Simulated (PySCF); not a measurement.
**C5H5Al (SMILES C#[C][Al]([CH3])[C]#C): levels of theory compared**

Wanted: a comparison of 6 runs (HF/STO-3G, HF/3-21G, HF/def2-SVP, M06-2X/6-31G*, B3LYP/6-31G*, PBE0/def2-SVP) of C5H5Al. The job is set up through a Python script.

Program for the calculation: PySCF 2.14.0.

### Step 1. The system as given

C5H5Al: 11 atoms, total charge 0, spin state singlet. SMILES: `C#[C][Al]([CH3])[C]#C`. The shape is that of a PBE0-D4/def2-TZVP optimisation.

Bond lengths: C1–C2 1.211 Å, C2–Al3 1.906 Å, Al3–C4 1.937 Å, Al3–C5 1.905 Å, C5–C6 1.211 Å, C1–H7 1.067 Å, C4–H8 1.095 Å, C4–H9 1.092 Å, C4–H10 1.095 Å, C6–H11 1.067 Å. Some angles: C1–C2–Al3 178.5°, C2–Al3–C4 120.8°, C2–Al3–C5 117.1°, C4–Al3–C5 122.1°, Al3–C5–C6 178.6°, C2–C1–H7 179.7°, Al3–C4–H8 110.7°, Al3–C4–H9 112.6°, Al3–C4–H10 110.7°, C5–C6–H11 179.7°.

### Step 2. Energy and forces at HF/STO-3G (run 1)

Input file calc.py:

```python
from pyscf import gto

mol = gto.M(
    atom='''
C      2.757900    -0.681400    -1.203500
C      1.674200    -0.413100    -0.735300
Al    -0.014400    -0.002900     0.046800
C     -0.265900    -0.093800     1.965100
C     -1.422200     0.494300    -1.136900
C     -2.335300     0.813300    -1.864900
H      3.710800    -0.916400    -1.621500
H     -0.040800    -1.098400     2.337400
H     -1.284000     0.160900     2.266500
H      0.421700     0.586700     2.477600
H     -3.136700     1.093700    -2.510600
''',
    charge=0,
    basis='sto-3g',
    verbose=4,
    max_memory=1860,
)

hf = mol.RHF()
hf.conv_tol = 1e-10
hf.kernel()
if not hf.converged:
    hf = hf.newton().run(hf.mo_coeff, hf.mo_occ)

e_tot = hf.e_tot
print('Final energy', e_tot)
grad = hf.nuc_grad_method().kernel()
hf.analyze()
```

Launch:

```sh
$ OMP_NUM_THREADS=1 python calc.py
```

Log:

```text
PySCF version 2.14.0

[... 68 lines left out ...]
Final energy -428.8520170536325
[... 22 lines left out ...]
MO #3   energy= -10.9500808872441  occ= 2
[... 8 lines left out ...]
MO #12  energy= -0.908459812284671 occ= 2
[... 8 lines left out ...]
MO #21  energy= -0.317770543653956 occ= 2
[... 8 lines left out ...]
MO #30  energy= 0.507886315274025  occ= 0
[... 8 lines left out ...]
MO #39  energy= 1.43951064400629   occ= 0
[... 53 lines left out ...]
Dipole moment(X, Y, Z, Debye): -0.11922, -0.02620,  0.69155
```

Run time: 6.3 s. Hardware: 1 thread of Intel Xeon at 2.50GHz (Skylake/Cascade Lake), shared host; peak memory 0.12 GiB.

### Step 3. Energy and forces at HF/3-21G (run 2)

Input file start.xyz:

```xyz
11
C5H5Al
C      2.757900    -0.681400    -1.203500
C      1.674200    -0.413100    -0.735300
Al    -0.014400    -0.002900     0.046800
C     -0.265900    -0.093800     1.965100
C     -1.422200     0.494300    -1.136900
C     -2.335300     0.813300    -1.864900
H      3.710800    -0.916400    -1.621500
H     -0.040800    -1.098400     2.337400
H     -1.284000     0.160900     2.266500
H      0.421700     0.586700     2.477600
H     -3.136700     1.093700    -2.510600
```

Input file input.py:

```python
# C#[C][Al]([CH3])[C]#C
from pyscf import gto

mol = gto.Mole()
mol.atom = 'start.xyz'
mol.max_memory = 1860
mol.verbose = 4
mol.basis = '3-21g'
mol.charge = 0
mol.build()

myscf = mol.RHF()
myscf.conv_tol = 1e-10
myscf.kernel()
if not myscf.converged:
    myscf = myscf.newton().run(myscf.mo_coeff, myscf.mo_occ)

etot = myscf.e_tot
print(f'total energy: {etot:.8f} hartree')
grad = myscf.nuc_grad_method().kernel()
dip = myscf.dip_moment()
pop, q = myscf.mulliken_pop()
```

Launch:

```sh
$ OMP_NUM_THREADS=1 python input.py
```

Log:

```text
PySCF version 2.14.0

[... 67 lines left out ...]
converged SCF energy = -431.711256719423
total energy: -431.71125672 hartree
[... 11 lines left out ...]
Dipole moment(X, Y, Z, Debye):  0.00766, -0.01175,  0.08077
[... 80 lines left out ...]
charge of   10H =      0.33045
```

Wall time 6.6 s (1 thread of Intel Xeon at 2.50GHz (Skylake/Cascade Lake), shared host); peak memory 0.14 GiB.

Runs 3 to 5 aren't shown in full; the table further down has their settings and results.

### Step 4. Energy and forces at PBE0/def2-SVP (run 6)

Input file run.py:

```python
import pyscf.grad
from pyscf import gto, dft

molecule = gto.M(
    atom='''
C      5.211676    -1.287659    -2.274285
C      3.163779    -0.780646    -1.389516
Al    -0.027212    -0.005480     0.088439
C     -0.502478    -0.177256     3.713501
C     -2.687568     0.934092    -2.148430
C     -4.413077     1.536914    -3.524150
H      7.012396    -1.731745    -3.064191
H     -0.077101    -2.075675     4.417046
H     -2.426408     0.304057     4.283064
H      0.796898     1.108702     4.681985
H     -5.927504     2.066793    -4.744346
''',
    unit='bohr',
    verbose=3,
    max_memory=1860,
    basis='def2-svp',
)

ks = dft.RKS(molecule)
ks.xc = 'pbe0'
ks.grids.level = 5
ks.conv_tol = 1e-10
ks.kernel()
if not ks.converged:
    ks = ks.newton().run(ks.mo_coeff, ks.mo_occ)

etot = ks.e_tot
print('Final energy', etot)
grad = ks.Gradients().kernel()
ks.analyze()
```

Launch:

```sh
$ OMP_NUM_THREADS=1 python run.py
```

Log:

```text
converged SCF energy = -435.284096775507
[... 27 lines left out ...]
MO #18  energy= -0.407065578158493 occ= 2
[... 18 lines left out ...]
MO #37  energy= 0.16342762353974   occ= 0
[... 18 lines left out ...]
MO #56  energy= 0.662835680661764  occ= 0
[... 18 lines left out ...]
MO #75  energy= 1.29863917229161   occ= 0
[... 18 lines left out ...]
MO #94  energy= 1.95084760008159   occ= 0
[... 18 lines left out ...]
MO #113 energy= 3.6855044269782    occ= 0
[... 12 lines left out ...]
Dipole moment(X, Y, Z, Debye): -0.01823, -0.01505,  0.21454
```

It took 1.8 min on 1 thread of Intel Xeon at 2.50GHz (Skylake/Cascade Lake), shared host; peak memory 1.2 GiB.

### Step 5. Overview of the runs

```
run                                level  integration grid  Cartesian functions  energy (Eh)  dipole moment (D)  HOMO energy (eV)  LUMO energy (eV)  wall time
  1                            HF/STO-3G                 –                   no  -428.852017               0.70             -8.34              6.95      6.3 s
  2                             HF/3-21G                 –                   no  -431.711257               0.08            -10.58              1.57      6.6 s
  3                          HF/def2-SVP                 –                   no  -433.864040               0.05            -10.65              1.51       31 s
  4  M06-2X/6-31G* (spherical functions)                 5                   no  -435.736901               0.18             -8.97             -0.79    2.4 min
  5   B3LYP/6-31G* (Cartesian functions)                 5                  yes  -435.871726               0.14             -7.39             -1.54    1.8 min
  6                        PBE0/def2-SVP                 5                   no  -435.284097               0.22             -7.95             -1.52    1.8 min
```

### Step 6. What came out

| quantity | value |
| --- | --- |
| run 6: total energy | -435.28410 Eh |
| run 6: dipole moment | 0.22 D |
| run 6: HOMO energy | -7.95 eV |
| run 6: LUMO energy | -1.52 eV |
| run 6: HOMO–LUMO gap | 6.43 eV |
| run 6: largest force on an atom | 1.030 eV/Å |

The dipole moment (its size) runs from 0.05 D (HF/def2-SVP) to 0.70 D (HF/STO-3G). The HOMO–LUMO gap runs from 5.85 eV (B3LYP/6-31G*) to 15.28 eV (HF/STO-3G). The two ends differ in method and basis. Totals of different functionals can't be ranked against each other. In run 1 the basis is minimal, so the values are rough. All runs together took 6.7 min, the longest 2.4 min.
